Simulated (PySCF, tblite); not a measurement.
**C₄H₄F₄: geometry, infrared bands and NMR shifts**

What infrared bands and NMR shifts should C₄H₄F₄ (`F[C@@H]1C[C@H](F)C1(F)F`) show?

The runs use tblite 0.8.0 and PySCF 2.14.0, with density-fitted response routines of our own; the level of theory stands in each step. All values are computed, except where a source is named. Atoms count from 0, in the outputs and in this text.

## 1. The molecule as given

12 atoms, charge 0, multiplicity 1; geometry from: force field or distance geometry start.

Bonds of the start (Å): F0–C1 1.37, C1–C2 1.51, C2–C3 1.51, C3–F4 1.36, C3–C5 1.50, C5–F6 1.39, C5–F7 1.38, C5–C1 1.50, C1–H8 1.11, C2–H9 1.11, C2–H10 1.12, C3–H11 1.09.

## 2. Geometry optimisation with GFN2-xTB

The job: settings as JSON, then the geometry in Å.

```
{"job": {"kind": "relax", "xc": "GFN2-xTB", "basis": "xTB"}, "charge": 0, "multiplicity": 1}
F      0.050300    -1.646600    -1.251700
C      0.124700    -1.050800    -0.020300
C     -1.061800    -0.153300     0.243500
C     -0.173600     1.015600    -0.114800
F     -0.352000     1.390300    -1.405100
C      1.039000     0.139400     0.045900
F      1.959400     0.249000    -0.989300
F      1.683700     0.371100     1.243800
H      0.281700    -1.744600     0.836800
H     -1.394600    -0.112400     1.296900
H     -1.901900    -0.330300    -0.473600
H     -0.253700     1.871800     0.561800
```

The run is started by

```console
OMP_NUM_THREADS=1 python probes_run.py task.json out
```

The driver reads the jobs from task.json and runs them one after another.

**Question.** This job is followed by: GFN2-xTB harmonic vibrations, gas phase; GIAO PBE0/pcSseg-1 NMR shielding, non-relativistic, gas phase. Predict these results of the whole session: strongest single infrared mode (GFN2-xTB); zero-point energy (GFN2-xTB); 13C shifts against TMS (PBE0/pcSseg-1, means over atoms taken as alike); 1H shifts against TMS (PBE0/pcSseg-1, means over atoms taken as alike); 19F shifts against CFCl3 (PBE0/pcSseg-1, means over atoms taken as alike); surface potential, 1st and 99th percentile.

As calculated:

| quantity | value |
| --- | --- |
| strongest single infrared mode (GFN2-xTB) | 1081 cm⁻¹, 137 km/mol |
| zero-point energy (GFN2-xTB) | 48.1 kcal/mol |
| 13C shifts against TMS (PBE0/pcSseg-1, means over atoms taken as alike) | 125.5, 90.6, 33.3 ppm |
| 1H shifts against TMS (PBE0/pcSseg-1, means over atoms taken as alike) | 4.98, 2.76, 2.41 ppm |
| 19F shifts against CFCl3 (PBE0/pcSseg-1, means over atoms taken as alike) | -110.0, -157.4, -222.0 ppm |
| surface potential, 1st and 99th percentile | -0.83 V and 1.71 V |

The optimisation took 46 steps and gained 0.448 eV; among the close pairs (by a distance rule), C5–F6 changed most, from 1.390 to 1.339 Å. All 30 modes are real, so the xTB geometry is a minimum. Unscaled tight-binding wavenumbers are off by several per cent, some by more. Its intensities can rank the bands wrongly. H8, H11 (mean) (hydrogen on an sp3 CH bonded to F) lies farthest downfield among hydrogen, at 4.98 ppm; its carbon carries F, an electronegative neighbour. At PBE0/pcSseg-1: Shielding is most anisotropic at F6 (span 153 ppm, paramagnetic term -142 ppm).
